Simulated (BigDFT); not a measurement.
The system is OZr, in a box.

```
O Zr
1.0
     9.00000    0.00000    0.00000
     0.00000    9.00000    0.00000
     0.00000    0.00000   11.00000
O Zr
1 1
Direct
  0.50144 0.50233 0.42529
  0.50144 0.50233 0.58089
```

Base run:

- Program: BigDFT 1.9.6
- Functional: PBE
- Potentials or basis: GTH-PBE (O q6, Zr q12)
- Grid spacing: 0.31 bohr
- Occupations: fixed
- Spin: no spin polarisation

Its results: gap between the frontier levels 1.07 eV.

Q: The run is repeated on the same cell with these changes: solvent permittivity from 8.93 to 2.27. What comes out?

A: Gap between the frontier levels 0.44 eV.

Caveats: Davidson's empty levels didn't converge: the lowest is mostly good, higher ones can be missed; boundaries are free: the box only frames the coordinates, and the band gap is the HOMO-LUMO gap; the molecule sits in an implicit solvent.

